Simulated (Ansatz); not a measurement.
# Te: the cost of one run

Program: Ansatz 0.2.0, driven from Python. Level of theory: DFT r2SCAN, plane waves, PAW. These are calculated values, not measurements.

**1. The system**

It takes space group Imma (No. 74, orthorhombic). Conventional cell: a = 5.916 Å, b = 7.752 Å, c = 3.070 Å, α = 90.00°, β = 90.00°, γ = 90.00°. Te (site symmetry mm2) has 4 Te at 2.96 to 3.07 Å as nearest neighbours.

No structure file is read: the coordinates are typed or built in the script.

**2. The code**

run_eos.py

```python
'''Energy against volume for Te, with a fit.'''

import warnings

import ansatz as az
import numpy as np
from pymatgen.analysis.eos import EOS

VECTORS = np.array([
    [-2.95779146, 3.87596566, 1.53515289],
    [2.95779146, -3.87596566, 1.53515289],
    [2.95779146, 3.87596566, -1.53515289],
])
SITES = [
    ('Te', (0.99907098, 0.24907098, 0.75)),
    ('Te', (0.000929, 0.75092902, 0.25)),
]


def crystal_on(cell):
    crystal = az.Crystal(lattice=az.Lattice.of(cell))
    for symbol, position in SITES:
        crystal = crystal.atom(symbol, position)
    return crystal

warnings.simplefilter('ignore', az.DeckWarning)

# scale the volume, keep shape and fractions
volumes, energies = [], []
for scale in np.linspace(0.88, 1.12, 7):
    cell = VECTORS * scale ** (1 / 3)
    model = (
        crystal_on(cell).calculation()
        .scf(tolerance=1e-09)
        .basis(37 * az.Ry)
        .functional('r2scan')
        .occupations('fermi_dirac', width=0.05)
        .kpoints(11, 11, 11)
    )
    summary = model.run(threads=1, backend='cpu').report
    volumes.append(abs(np.linalg.det(cell)) / len(SITES))
    energies.append(summary['free_energy_ev'] / len(SITES))
    print(f'V = {volumes[-1]:8.4f} A^3/atom  F = {energies[-1]:.5f} eV/atom')

for form in ['pourier_tarantola', 'murnaghan']:
    fit = EOS(eos_name=form).fit(volumes, energies)
    print(f'{form:18s} V0 {fit.v0:8.4f} A^3/atom  B0 {fit.b0_GPa:7.1f} GPa  B1 {fit.b1:5.2f}')
```

**3. Launch**

The run is started by

```bash
$ python run_eos.py
```

What time and memory should one allow on 1 thread of Arm Neoverse V1, shared host?

About 3.4 min, with a peak of 0.92 GiB.
